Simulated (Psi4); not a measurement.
# C2H2GeN2 (SMILES N#[C][GeH2][C]#N): a chain of runs, part 2 of 2

Psi4 1.11.

### Step 3. A structure relaxation at PBE0-D4/def2-TZVP (density fitting) (run 2)

File job.inp:

```
memory 4.4 GB

molecule m {
  N      0.572990    -2.384163     1.280805
  C      0.461469    -1.293656     0.864080
  Ge     0.309672     0.510680     0.208139
  C     -1.019043     0.470822    -1.185328
  N     -1.820177     0.471230    -2.041697
  H     -0.189139     1.415024     1.347374
  H      1.656697     0.935829    -0.399523
  units angstrom
  symmetry c1
}

set basis def2-TZVP
set reference rks
set scf_type df
set geom_maxiter 50
set max_force_g_convergence 0.0002

result, w = optimize("pbe0-d4", return_wfn=True)
print_variables()
```

Started as:

```bash
psi4 -i job.inp -o job.out -n 2
```

job.out:

```text
Psi4 1.11 release

gradient() will perform analytic gradient computation.

   => Loading Basis Set <=

    Name: DEF2-TZVP
    Role: ORBITAL
    Keyword: BASIS

   => PBE0-D4(BJ,EEQ)ATM: Empirical Dispersion <=

        a1 =       0.400856
        a2 =       5.029288
       alp =      16.000000
        s6 =       1.000000
        s8 =       1.200655
        s9 =       1.000000
        ga =       3.000000
        gc =       2.000000
        wf =       6.000000

         ---------------------------------------------------------
                                   SCF
                              RKS Reference
                        2 Threads,   4196 MiB Core
         ---------------------------------------------------------

  ==> Geometry <==

    Molecular point group: c1
    Full point group: C1

    Geometry (in Angstrom), charge = 0, multiplicity = 1:

       Center              X                  Y                   Z               Mass
    ------------   -----------------  -----------------  -----------------  -----------------
         N            0.571309401370    -2.411193520217     1.266491240411    14.003074004430
         C            0.459788401370    -1.320686520217     0.849766240411    12.000000000000
         GE           0.307991401370     0.483649479783     0.193825240411    73.921177761000
         C           -1.020723598630     0.443791479783    -1.199641759589    12.000000000000
         N           -1.821857598630     0.444199479783    -2.056010759589    14.003074004430
         H           -0.190819598630     1.387993479783     1.333060240411     1.007825032230
         H            1.655016401370     0.908798479783    -0.413836759589     1.007825032230

  Running in c1 symmetry.

  Rotational constants: A =      0.20008  B =      0.07177  C =      0.05396 [cm^-1]
  Rotational constants: A =   5998.23285  B =   2151.66850  C =   1617.77511 [MHz]
  Nuclear repulsion =  272.707673331234332

  Charge       = 0
  Multiplicity = 1
  Electrons    = 60
  Nalpha       = 30
  Nbeta        = 30

  ==> Algorithm <==

  SCF Algorithm Type is DF.
  DIIS enabled.
  MOM disabled.
  Fractional occupation disabled.
  Guess Type is SAD.
  Energy threshold   = 1.00e-08
  Density threshold  = 1.00e-08
  Integral threshold = 1.00e-12

  ==> Primary Basis <==

  Basis Set: DEF2-TZVP
    Blend: DEF2-TZVP
    Number of shells: 68
    Number of basis functions: 184
    Number of Cartesian functions: 211
    Spherical Harmonics?: true
    Max angular momentum: 3

  ==> DFT Potential <==

   => LibXC <=

    Version 7.1.2

   => Composite Functional: PBE0-D4BJEEQATM <=

    PBE0-d4bjeeqatm Hyb-GGA Exchange-Correlation Functional

    Deriv               =              1
    GGA                 =           TRUE
    Meta                =          FALSE

    Exchange Hybrid     =           TRUE
    MP2 Hybrid          =          FALSE

   => Exchange Functionals <=

    0.7500   Perdew, Burke & Ernzerhof

   => Exact (HF) Exchange <=

    0.2500               HF

   => Correlation Functionals <=

    1.0000   Perdew, Burke & Ernzerhof

   => LibXC Density Thresholds  <==

    XC_HYB_GGA_XC_PBEH:  1.00E-15

   => Molecular Quadrature <=

    Radial Scheme          =       TREUTLER
    Pruning Scheme         =           NONE
    Nuclear Scheme         =       TREUTLER

    Blocking Scheme        =         OCTREE
    BS radius alpha        =              1
    Pruning alpha          =              1
    Radial Points          =             75
    Spherical Points       =            302
    Total Points           =         151222
    Total Blocks           =           1188
    Max Points             =            256
    Max Functions          =            177
    Weights Tolerance      =       1.00E-15

   => Loading Basis Set <=

    Name: (DEF2-TZVP AUX)
    Role: JKFIT
    Keyword: DF_BASIS_SCF

  ==> Integral Setup <==

  DFHelper Memory: AOs need 0.156 GiB; user supplied 2.506 GiB.
  SCF_SUBTYPE=INCORE selected. In-core MEM_DF algorithm will be used.
  Using in-core AOs.

  ==> MemDFJK: Density-Fitted J/K Matrices <==

    J tasked:                   Yes
    K tasked:                   Yes
    wK tasked:                   No
    Memory [MiB]:              2566
    Algorithm:                 Core
    Schwarz Cutoff:           1E-12
    Mask sparsity (%):       5.7892
    Fitting Condition:        1E-10

   => Auxiliary Basis Set <=

  Basis Set: (DEF2-TZVP AUX)
    Blend: DEF2-UNIVERSAL-JKFIT
    Number of shells: 172
    Number of basis functions: 606
    Number of Cartesian functions: 775
    Spherical Harmonics?: true
    Max angular momentum: 5

  Cached 100.0% of DFT collocation blocks in 0.567 [GiB].

  Minimum eigenvalue in the overlap matrix is 4.5455755482E-04.
  Reciprocal condition number of the overlap matrix is 7.8849582547E-05.
    Using symmetric orthogonalization.

  ==> Pre-Iterations <==

  SCF Guess: Superposition of Atomic Densities via on-the-fly atomic UHF (no occupation information).

   -------------------------
    Irrep   Nso     Nmo
   -------------------------
     A        184     184
   -------------------------
    Total     184     184
   -------------------------

  ==> Iterations <==

                           Total Energy        Delta E     RMS |[F,P]|

[... 1 line left out ...]
   @DF-RKS iter   1: -2261.80493688627075   -2.35832e+00   1.69086e-02 DIIS/ADIIS
[... 1 line left out ...]
   @DF-RKS iter   3: -2263.44047296454801   -4.82257e+00   1.77857e-03 DIIS/ADIIS
[... 1 line left out ...]
   @DF-RKS iter   5: -2263.46806531125821   -6.65389e-03   4.93611e-05 DIIS
[... 1 line left out ...]
   @DF-RKS iter   7: -2263.46810431311269   -2.24828e-06   1.25869e-05 DIIS
[... 1 line left out ...]
   @DF-RKS iter   9: -2263.46810655883337   -6.50384e-08   3.91887e-07 DIIS
[... 1 line left out ...]
   @DF-RKS iter  11: -2263.46810656103116   -7.46695e-10   5.35607e-08 DIIS
[... 1 line left out ...]
  Energy and wave function converged.
[... 32 lines left out ...]
  @DF-RKS Final Energy: -2263.46810656107391
[... 4 lines left out ...]
    One-Electron Energy =               -3687.3898695051348113
[... 1 line left out ...]
    DFT Exchange-Correlation Energy =     -78.4190829578706143
[... 1 line left out ...]
    VV10 Nonlocal Energy =                  0.0000000000000000
[... 15 lines left out ...]
 Dipole X            :          2.3467536           -1.5108869            0.8358667
[... 1 line left out ...]
 Dipole Z            :          1.4799837           -0.9529106            0.5270731
[... 127 lines left out ...]
	                                 ==> Convergence Check <==
[... 6 lines left out ...]
	   Step    Total Energy     Delta E     Max Force     RMS Force      Max Disp      RMS Disp   ~
[... 88 lines left out ...]
    Weights Tolerance      =       1.00E-15
[... 58 lines left out ...]
   @DF-RKS iter   0: -2263.52827204754522   -2.26353e+03   7.08551e-04
[... 1 line left out ...]
   @DF-RKS iter   2: -2263.46986661079154    2.37802e-04   1.93449e-04 DIIS/ADIIS
[... 1 line left out ...]
   @DF-RKS iter   4: -2263.47046148681102   -7.61872e-05   7.68865e-06 DIIS
[... 1 line left out ...]
   @DF-RKS iter   6: -2263.47046250750918   -7.29679e-08   8.99823e-07 DIIS
[... 1 line left out ...]
   @DF-RKS iter   8: -2263.47046251233269   -8.86757e-11   2.02612e-08 DIIS
[... 1 line left out ...]
   @DF-RKS iter  10: -2263.47046251233769   -4.09273e-12   1.50290e-09 DIIS
[... 7 lines left out ...]
    Final Occupation by Irrep:
[... 9 lines left out ...]
    Nuclear Repulsion Energy =            275.5484934479227945
[... 1 line left out ...]
    Two-Electron Energy =                1232.5410562607455631
[... 1 line left out ...]
    Empirical Dispersion Energy =          -0.0046067010443821
[... 1 line left out ...]
    Total Energy =                      -2263.4704625123376900
[... 15 lines left out ...]
 Dipole Y            :          3.6833022           -2.3722704            1.3110318
[... 45 lines left out ...]
    Weights Tolerance      =       1.00E-15
[... 53 lines left out ...]
	Measures of convergence in internal coordinates in au.
[... 6 lines left out ...]
	  Convergence Criteria              o    2.00e-04 *             o             o             o
[... 106 lines left out ...]
                           Total Energy        Delta E     RMS |[F,P]|
[... 2 lines left out ...]
   @DF-RKS iter   1: -2263.47046622385187   -3.74614e-04   6.37162e-06 DIIS
[... 1 line left out ...]
   @DF-RKS iter   3: -2263.47046705600269   -3.34507e-06   1.57706e-06 DIIS
[... 1 line left out ...]
   @DF-RKS iter   5: -2263.47046710360428   -2.55295e-09   8.17206e-08 DIIS
[... 1 line left out ...]
   @DF-RKS iter   7: -2263.47046710365066   -7.73070e-12   4.83352e-09 DIIS
[... 27 lines left out ...]
    Final Occupation by Irrep:
[... 9 lines left out ...]
    Nuclear Repulsion Energy =            275.4675518095989446
[... 1 line left out ...]
    Two-Electron Energy =                1232.4581250748071852
[... 1 line left out ...]
    Empirical Dispersion Energy =          -0.0046057273556038
[... 1 line left out ...]
    Total Energy =                      -2263.4704671036506625
[... 15 lines left out ...]
 Dipole Y            :          3.6842621           -2.3725513            1.3117108
[... 45 lines left out ...]
    Weights Tolerance      =       1.00E-15
[... 12 lines left out ...]
	total time  =          2 seconds =       0.03 minutes

    			-----------------------------------------

    			 OPTKING 3.0: for geometry optimizations

    			        with contributions from

    			-----------------------------------------

	                            ===> Fragment 1 <==

	 Z (Atomic Numbers)          Masses                          Geom
	       7.000000            14.003074          1.06204805 -4.50543709  2.36071593
	       6.000000            12.000000          0.85650076 -2.48318234  1.58903048
	      32.000000            73.921178          0.57859181  0.90861484  0.36415355
	       6.000000            12.000000         -1.91696160  0.82287101 -2.25248069
	       7.000000            14.003074         -3.40454126  0.82285892 -3.83815768
	       1.000000             1.007825         -0.36423455  2.59563082  2.49786609
	       1.000000             1.007825          3.10027287  1.69605825 -0.77984078

	 - Coordinate -           - BOHR/RAD -       - ANG/DEG -
	 R(1,2)           =         2.174227           1.150551
	 R(2,3)           =         3.616883           1.913972
	 R(3,4)           =         3.616893           1.913977
[... 12 lines of this table left out ...]
	 B(6,3,7)         =         2.005467         114.904780

	        --- Internal Coordinate Step in ANG or DEG, aJ/ANG or AJ/DEG ---
	-------------------------------------------------------------------------------
	           Coordinate      Previous         Force          Change          New
	           ----------      --------        ------          ------        ------
	               R(1,2)       1.15055        0.00160        0.00008       1.15063
	               R(2,3)       1.91397       -0.00013       -0.00002       1.91395
	               R(3,4)       1.91398       -0.00014       -0.00002       1.91396
[... 12 lines of this table left out ...]
	             B(6,3,7)     114.90478        0.00000        0.01465     114.91943
	-------------------------------------------------------------------------------

	                                 ==> Convergence Check <==

	Measures of convergence in internal coordinates in au.

	Criteria marked as inactive (o), active & met (*), and active & unmet ( ).

	----------------------------------------------------------------------------------------------
	   Step    Total Energy     Delta E     Max Force     RMS Force      Max Disp      RMS Disp
	----------------------------------------------------------------------------------------------
	  Convergence Criteria              o    2.00e-04 *             o             o             o
	----------------------------------------------------------------------------------------------
	     3   -2263.47046710   -4.59e-06 o    1.95e-04 *    1.18e-04 o    8.81e-04 o    4.19e-04 o  ~
	----------------------------------------------------------------------------------------------

Next Geometry in Ang
	Fragment 1 (Ang)

	    N   0.5622843967  -2.3840427287   1.2495539892
	    C   0.4532077631  -1.3140186437   0.8407819881
	   Ge   0.3062685194   0.4808568550   0.1926692717
	    C  -1.0141648264   0.4352729205  -1.1921077017
	    N  -1.8018155196   0.4359616601  -2.0308863954
	    H  -0.1928645410   1.3731972997   1.3213670552
	    H   1.6403451935   0.8973195902  -0.4124478329

    Final optimized geometry and variables:
    Molecular point group: c1
    Full point group: C1

    Geometry (in Angstrom), charge = 0, multiplicity = 1:

    N            0.562011623012    -2.384174630881     1.249237073354
    C            0.453240680537    -1.314043504435     0.840878719505
    GE           0.306177600819     0.480818265005     0.192701762197
    C           -1.014412393670     0.435444583858    -1.191961448470
    N           -1.801605649590     0.435438190502    -2.031065574584
    H           -0.192744623582     1.373548677154     1.321813811230
    H            1.640593748128     0.897515371960    -0.412673968975

  Variable Map:
  ----------------------------------------------------------------------------
  "CURRENT ENERGY"                                  =>   -2263.470467103651
  "CURRENT REFERENCE ENERGY"                        =>   -2263.470467103651
  "DD SOLVATION ENERGY"                             =>       0.000000000000
  "DFT FUNCTIONAL TOTAL ENERGY"                     =>   -2263.465861376295
  "DFT TOTAL ENERGY"                                =>   -2263.470467103651
  "DFT VV10 ENERGY"                                 =>       0.000000000000
  "DFT XC ENERGY"                                   =>     -78.465013524732
  "DISPERSION CORRECTION ENERGY"                    =>      -0.004605727356
  "GRID ELECTRONS ALPHA"                            =>      30.000008323580
  "GRID ELECTRONS BETA"                             =>      30.000008323580
  "GRID ELECTRONS TOTAL"                            =>      60.000016647159
  "NUCLEAR REPULSION ENERGY"                        =>     275.467551809599
  "ONE-ELECTRON ENERGY"                             =>   -3692.926524735969
  "OPTIMIZATION ITERATIONS"                         =>       3.000000000000
  "PBE0-D4(BJ,EEQ)ATM DISPERSION CORRECTION ENERGY" =>      -0.004605727356
  "PCM POLARIZATION ENERGY"                         =>       0.000000000000
  "PE ENERGY"                                       =>       0.000000000000
  "SCF ITERATION ENERGY"                            =>   -2263.470467103651
  "SCF ITERATIONS"                                  =>       7.000000000000
  "SCF TOTAL ENERGY"                                =>   -2263.470467103651
  "TWO-ELECTRON ENERGY"                             =>    1232.458125074807
  "XC GRID RADIAL POINTS"                           =>      75.000000000000
  "XC GRID SPHERICAL POINTS"                        =>     302.000000000000
  "XC GRID TOTAL POINTS"                            =>  151180.000000000000

  Array Variable Map:
  ----------------------------------------------------------------------------
  "-D GRADIENT"                                     =>       0.000048502677 ... -0.000009671387 7 by 3
  "CURRENT DIPOLE"                                  =>       0.834496953860 ... 0.526190938766 1 by 3
  "CURRENT GRADIENT"                                =>      -0.000080979511 ... -0.000073936252 7 by 3
  "DFT TOTAL GRADIENT"                              =>      -0.000080979511 ... -0.000073936252 7 by 3
  "DISPERSION CORRECTION GRADIENT"                  =>       0.000048502677 ... -0.000009671387 7 by 3
  "PBE0-D4(BJ,EEQ)ATM DISPERSION CORRECTION GRADIENT" =>       0.000048502677 ... -0.000009671387 7 by 3
  "SCF DIPOLE"                                      =>       0.834496953860 ... 0.526190938766 1 by 3
  "SCF TOTAL ENERGIES"                              =>   -2263.470091610222 ... -2263.470467103651 1 by 8
  "SCF TOTAL GRADIENT"                              =>      -0.000080979511 ... -0.000073936252 7 by 3

    Psi4 run time: 0:00:21.51

[set-up sections that repeat, and orbital energies of the middle runs, are left out above]
```

Standard output:

```text
Optimizer: Optimization complete!
```

Wall time 23 s (2 threads of Intel Xeon 6975P-C (Granite Rapids), shared host); peak memory 1.1 GiB.

The path in brief:

```csv
step,energy from the first frame kept (eV),largest force (eV/Å)
0,0.0000,2.5499
1,-0.0641,0.0504
2,-0.0642,0.0170
```

After the run. Bond lengths: N1–C2 1.151 Å, C2–Ge3 1.914 Å, Ge3–C4 1.914 Å, C4–N5 1.151 Å, Ge3–H6 1.523 Å, Ge3–H7 1.523 Å. Angles: N1–C2–Ge3 178.6°, C2–Ge3–C4 106.0°, Ge3–C4–N5 178.6°, C2–Ge3–H6 108.9°, C2–Ge3–H7 108.9°, C4–Ge3–H6 108.9°, C4–Ge3–H7 108.9°, H6–Ge3–H7 114.9°.

Runs 3 to 9 aren't shown in full; the table further down has their settings and results.

### Step 4. The energy at MP2/def2-QZVPP (density fitting, density fitting for correlation) (run 10)

File job.dat:

```
memory 4400 mb

molecule m {
  0 1
  N      0.563692    -2.357144     1.263551
  C      0.454921    -1.287013     0.855192
  Ge     0.307858     0.507849     0.207016
  C     -1.012732     0.462475    -1.177648
  N     -1.799925     0.462469    -2.016752
  H     -0.191064     1.400579     1.336128
  H      1.642274     0.924546    -0.398360
  symmetry c1
}

set {
  basis           def2-QZVPP
  scf_type        df
  num_frozen_docc 13
}

e_tot, wfn = energy('mp2', return_wfn=True)
print_variables()
```

Started as:

```bash
psi4 job.dat job.out -n 2
```

job.out (excerpt; [...] marks lines left out):

```text
[...]
  Running in c1 symmetry.
[...]
  Nuclear repulsion =  275.467540794683487
[...]
  Multiplicity = 1
[...]
  Nalpha       = 30
  Nbeta        = 30
[...]
    Number of basis functions: 377
[...]
   @DF-RHF iter   1: -2259.82962343150666   -3.77657e+00   8.33567e-03 ADIIS/DIIS
[...]
   @DF-RHF iter  13: -2261.27353510912963   -6.45741e-11   2.07046e-09 DIIS
[...]
    Orbital Energies [Eh]
    ---------------------
    Doubly Occupied:
       1A   -405.320216     2A    -52.226168     3A    -46.314138
       4A    -46.313852     5A    -46.313396     6A    -15.604964
       7A    -15.604964     8A    -11.281714     9A    -11.281710
      10A     -7.271097    11A     -5.247781    12A     -5.246816
      13A     -5.245526    14A     -1.725635    15A     -1.723593
      16A     -1.720698    17A     -1.718578    18A     -1.718405
      19A     -1.244010    20A     -1.242174    21A     -0.871741
      22A     -0.698319    23A     -0.630714    24A     -0.570418
      25A     -0.568580    26A     -0.567867    27A     -0.503336
      28A     -0.502827    29A     -0.496049    30A     -0.488025
[...]
  @DF-RHF Final Energy: -2261.27353510912963
   => Energetics <=
    Nuclear Repulsion Energy =            275.4675407946834866
    One-Electron Energy =               -3692.9555293006806096
    Two-Electron Energy =                1156.2144533968676114
    Total Energy =                      -2261.2735351091296252
[...]
 Multipole Moments:
 ------------------------------------------------------------------------------------
     Multipole            Electronic (a.u.)      Nuclear  (a.u.)        Total (a.u.)
 ------------------------------------------------------------------------------------
 L = 1.  Multiply by 2.5417464519 to convert [e a0] to [Debye]
 Dipole X            :          2.3939115           -1.5092411            0.8846703
 Dipole Y            :          3.7633851           -2.3725522            1.3908328
 Dipole Z            :          1.5098878           -0.9518567            0.5580311
 Magnitude           :                                                    1.7402460
[...]
```

It took 11 s on 2 threads of Intel Xeon 6975P-C (Granite Rapids), shared host; peak memory 1.5 GiB.

### Step 5. Overview of the runs

```csv
run,level,geom maxiter,max force g convergence,energy (Eh),dipole moment (D),HOMO energy (eV),LUMO energy (eV),wall time
1,PBE-D4/def2-SVP (density fitting),60,0.0005,-2262.943632,3.82,-8.63,-2.18,57 s
2,PBE0-D4/def2-TZVP (density fitting),50,0.0002,-2263.470467,4.17,-10.22,-1.26,23 s
3,PBE0-D4/def2-TZVP (density fitting),–,–,-2263.470467,4.17,–,–,4.2 min
4,PBE-D4/def2-TZVPP (density fitting),–,–,-2263.420046,4.04,-8.86,-2.23,12 s
5,r2SCAN-D4/def2-TZVPP (density fitting),–,–,-2263.838735,4.13,-9.19,-2.06,23 s
6,B3LYP-D4/def2-TZVPP (density fitting),–,–,-2264.012045,4.18,-9.97,-1.50,11 s
7,PBE0-D4/def2-TZVPP (density fitting),–,–,-2263.470881,4.17,-10.22,-1.26,12 s
8,wB97M-V/def2-TZVPP (density fitting),–,–,-2263.790578,4.20,-12.55,0.78,26 s
9,"CCSD(T)/def2-TZVPP (density fitting, density fitting for correlation)",–,–,-2262.195398,–,-13.27,2.27,4.5 min
10,"MP2/def2-QZVPP (density fitting, density fitting for correlation)",–,–,-2262.496902,–,-13.28,1.96,11 s
```

### Step 6. Outcome

This closing draws on all 2 parts.

```
                                                            quantity           value
                                run 10, MP2/def2-QZVPP: total energy  -2262.49690 Eh
         run 10, MP2/def2-QZVPP: HOMO energy (Hartree–Fock orbitals)       -13.28 eV
         run 10, MP2/def2-QZVPP: LUMO energy (Hartree–Fock orbitals)         1.96 eV
       run 10, MP2/def2-QZVPP: HOMO–LUMO gap (Hartree–Fock orbitals)        15.23 eV
run 10, MP2/def2-QZVPP: correlation energy (13 core orbitals frozen)     -1223.4 mEh
```

**Reading.** Over runs 3, 4, 5, 6, 7, 8 the dipole moment (its size) runs from 4.04 D (PBE-D4/def2-TZVPP) to 4.20 D (wB97M-V/def2-TZVPP). Over runs 4, 5, 6, 7, 8 the HOMO–LUMO gap runs from 6.63 eV (PBE-D4/def2-TZVPP) to 13.33 eV (wB97M-V/def2-TZVPP). Totals of different functionals can't be ranked against each other. All runs together took 12 min, the longest 4.5 min.
